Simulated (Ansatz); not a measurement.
**CdClHO: basis-set convergence**

One table from this session's results is given with a row withheld; the runs are named, their logs left out.

The runs use Ansatz 0.2.0, Gaussian basis; one geometry, several basis sets.

Plan: PBE0-D4/def2-SVP; ωB97M-V/def2-SVP; PBE0-D4/def2-QZVPP; ωB97M-V/def2-QZVPP; the functionals' def2-TZVPP values are taken from earlier runs.

**The geometry**

The geometry comes from an earlier relaxation with PBE0-D4 in a triple-zeta def2 set; it is a stationary point. Cd takes the def2 core potential; no spin-orbit term is included.

SMILES `[OH][Cd][Cl]`, 4 atoms, charge 0, spin multiplicity 1.

Atoms are counted from 1 here; the program's logs count them from 0.

Bond lengths: O1–Cd2 1.960 Å, O1–H4 0.960 Å, Cd2–Cl3 2.263 Å. Angles: Cd2–O1–H4 112.7°, O1–Cd2–Cl3 176.3°.

Coordinates:

```xyz
4

O    -0.9427    0.7619   -0.7949
Cd    0.5137   -0.1319    0.1655
Cl    2.2870   -1.0714    1.2104
H    -1.8025    0.3811   -0.6012
```

The first run:

Input file in.yaml:

```yaml
crystal:
  periodic: [false, false, false]
  atoms:
    - {symbol: O, position_ang: [-0.942667, 0.761850, -0.794890]}
    - {symbol: Cd, position_ang: [0.513684, -0.131874, 0.165509]}
    - {symbol: Cl, position_ang: [2.287012, -1.071375, 1.210380]}
    - {symbol: H, position_ang: [-1.802528, 0.381098, -0.601200]}
basis:
  gaussian: {orbitals: def2-SVP}
hamiltonian: {xc: pbe0, dispersion: d4}
output: {orbitals: {seedname: orbitals}}
```

Launch:

```sh
> ansatz run in.yaml --threads 2 --pin off --events-out ev --progress --plain --max-ram 32768MiB --backend cpu
```

Among the steps run: PBE0-D4 in def2-SVP; ωB97M-V in def2-SVP; PBE0-D4 in def2-QZVPP; ωB97M-V in def2-QZVPP.

One of the session's tables, all rows but one given; the rest of the session is left out.

It belongs to the step «Density functionals: the series». 

```
functional       basis  HOMO (eV)  LUMO (eV)
   PBE0-D4    def2-SVP      -8.00      -1.60
   PBE0-D4  def2-TZVPP      -8.34      -1.80
   PBE0-D4  def2-QZVPP      -8.41      -1.86
   ωB97M-V    def2-SVP     -10.35       0.23
   ωB97M-V  def2-TZVPP     -10.73      -0.04
   ωB97M-V  def2-QZVPP          ?          ?
```

Q: Estimate the row for ωB97M-V, def2-QZVPP from the others.

As computed: HOMO (eV): -10.81; LUMO (eV): -0.28. In the column «HOMO (eV)» it is the lowest.
